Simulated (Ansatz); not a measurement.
**HNO (SMILES N=O): wB97M-V/def2-TZVPPD**

Aim: the electronic atomisation energy of HNO at wB97M-V/def2-TZVPPD, from 4 runs. 

Program for the calculation: Ansatz 0.2.0.

**1. The molecule**

The species is HNO (3 atoms), typed as a singlet with charge 0. SMILES: `N=O`. Geometry: relaxed at PBE0-D4/def2-TZVP.

Bond lengths: N1–O2 1.190 Å, N1–H3 1.063 Å. Angles: O2–N1–H3 108.9°.

**2. A single-point energy at wB97M-V/def2-TZVPPD**

The input, job.yaml:

```yaml
crystal:
  periodic: [false, false, false]
  atoms:
    - {symbol: "N", position_ang: [-0.283700, 0.312790, -0.117160]}
    - {symbol: O, position_ang: [0.755300, 0.397200, 0.456500]}
    - {symbol: H, position_ang: [-0.471600, -0.709980, -0.339350]}
basis:
  gaussian:
    orbitals: def2-TZVPPD.json
hamiltonian:
  xc: {name: wB97M-V}
output: {orbitals: {seedname: orbitals}}
accuracy: high
total_charge: 0
```

The basis set def2-TZVPPD is read from a file made from the Basis Set Exchange's data (not shown).

Command:

```console
$ ansatz run job.yaml --threads 1 --pin off --max-ram 3480MiB --events-out events.jsonl --progress --plain --runs-dir runs
```

The log of the run:

```text
Warning: RAYON_NUM_THREADS=1 ignored (pool sized by the plan → 1); use --threads N
Functional definition: wB97M-V
  name "wB97M-V"
  parameter omega = 0.3/bohr
  parameter cx = 0.15
  parameter cx01 = 1.007
  parameter cx10 = 0.259
  parameter css00 = 0.443
  parameter css04 = -1.437
  parameter css10 = -4.535
  parameter css20 = -3.390
  parameter css43 = 4.278
  parameter cos00 = 1.000
  parameter cos10 = 1.358
  parameter cos20 = 2.924
  parameter cos21 = -8.812
  parameter cos60 = -1.390
  parameter cos61 = 9.142
  parameter b = 6.0
  parameter c = 0.01
  gx(w, u) = 1 - cx + cx01*u + cx10*w
  gss(w, u) = css00 + css04*u^4 + css10*w + css20*w^2 + css43*w^4*u^3
  gos(w, u) = cos00 + cos10*w + (cos20 + cos21*u)*w^2 + (cos60 + cos61*u)*w^6
  exchange = spin_sum(e_x_unif_sr(omega)*gx(b97_w, b97_u_x)) + cx*exact_x_sr(omega) + exact_x_lr(omega)
  correlation = spin_sum(e_c_pw_mod_same_spin*gss(b97_w, b97_u_same))
      + integral(e_c_pw_mod_opposite_spin*gos(b97_w_opposite, b97_u_opposite)) + vv10(b, c)
1451 factors; integrals over basis functions are off by at most 3.5e-9 eV
244 factors; integrals over basis functions are off by at most 2.3e-9 eV
mean field evaluation 1: about -3549.9164 eV, gradient 2.4e1 eV
mean field evaluation 2: about -3549.8641 eV, gradient 2.7e1 eV
mean field evaluation 4: about -3550.9471 eV, gradient 1.1e0 eV
mean field evaluation 8: about -3550.9515 eV, gradient 9.6e-3 eV
mean field evaluation 16: about -3550.9515 eV, gradient 4.4e-6 eV
mean field -3550.95149916 eV, -130.4950606727 hartree, gradient 4.1e-8 eV, S^2 0.000000; 0 other end points of the search recorded, 0 dependent functions left out
reference -3550.95150388 eV, -130.4950608461 hartree; 8, 8 occupied and 86, 86 virtual orbitals, 1451 factors
Total energy: -3550.95150388 eV, -130.4950608461 hartree
```

It took 14 s on 1 thread of Arm Neoverse V2, shared host; peak memory 0.29 GiB.

**3. The H atom at the same level**

The input, input.yaml:

```yaml
crystal:
  periodic: [false, false, false]
  atoms:
    - {symbol: H, position_ang: [0.000000, 0.000000, 0.000000]}
basis:
  gaussian:
    orbitals: def2-TZVPPD.json
magnetization:
  spin_polarized: true
  initial_magnetization: 1
hamiltonian:
  xc: {name: wB97M-V}
accuracy: high
```

The basis set def2-TZVPPD is read from a file made from the Basis Set Exchange's data (not shown).

Run the same way, it converges to -0.49411 Eh (log not shown).

**4. The N atom at the same level**

The input, input.yaml:

```yaml
crystal:
  periodic: [false, false, false]
  atoms:
    - {symbol: N, position_ang: [0.000000, 0.000000, 0.000000]}
basis:
  gaussian: {orbitals: def2-TZVPPD.json}
magnetization: {spin_polarized: true, initial_magnetization: 3}
hamiltonian: {xc: {name: wB97M-V}}
accuracy: high
```

The basis set def2-TZVPPD is read from a file made from the Basis Set Exchange's data (not shown).

Command:

```console
$ ansatz run input.yaml --threads 1 --pin off --max-ram 3480MiB --events-out events.jsonl --progress --plain --runs-dir runs
```

The log of the run, cut to the lines that bear on the results:

```text
Warning: RAYON_NUM_THREADS=1 ignored (pool sized by the plan → 1); use --threads N
Functional definition: wB97M-V
  name "wB97M-V"
[...]
  gx(w, u) = 1 - cx + cx01*u + cx10*w
  gss(w, u) = css00 + css04*u^4 + css10*w + css20*w^2 + css43*w^4*u^3
  gos(w, u) = cos00 + cos10*w + (cos20 + cos21*u)*w^2 + (cos60 + cos61*u)*w^6
[...]
      + integral(e_c_pw_mod_opposite_spin*gos(b97_w_opposite, b97_u_opposite)) + vv10(b, c)
370 factors; integrals over basis functions are off by at most 2.9e-9 eV
118 factors; integrals over basis functions are off by at most 8.0e-10 eV
[...]
mean field -1485.54200443 eV, -54.5926617263 hartree, gradient 3.1e-8 eV, S^2 3.753260; 0 other end points of the search recorded, 0 dependent functions left out
reference -1485.54200659 eV, -54.5926618058 hartree; 5, 2 occupied and 32, 35 virtual orbitals, 370 factors
Total energy: -1485.54200659 eV, -54.5926618058 hartree
```

Run time: 2.6 s. Hardware: 1 thread of Arm Neoverse V2, shared host; peak memory 0.16 GiB.

**5. The O atom, same level**

The input, job.yaml:

```yaml
basis:
  gaussian:
    orbitals: def2-TZVPPD.json
crystal:
  periodic: [false, false, false]
  atoms:
    - {symbol: O, position_ang: [0.000000, 0.000000, 0.000000]}
magnetization:
  spin_polarized: true
  initial_magnetization: 2
hamiltonian:
  xc: {name: wB97M-V}
accuracy: high
```

The basis set def2-TZVPPD is read from a file made from the Basis Set Exchange's data (not shown).

Run the same way, it converges to -75.07807 Eh (log not shown).

**6. Results**

At wB97M-V/def2-TZVPPD:

```
                     quantity          value
       molecule: total energy  -130.49506 Eh
        molecule: HOMO energy       -9.60 eV
        molecule: LUMO energy       -0.22 eV
      molecule: HOMO–LUMO gap        9.37 eV
         H atom: total energy    -0.49411 Eh
                 H atom: ⟨S²⟩          0.750
         N atom: total energy   -54.59266 Eh
                 N atom: ⟨S²⟩          3.753
         O atom: total energy   -75.07807 Eh
                 O atom: ⟨S²⟩          2.004
electronic atomisation energy       8.986 eV
```

Taking the molecule apart into free atoms costs 8.99 eV (207 kcal/mol), before zero-point energy and without spin-orbit coupling.
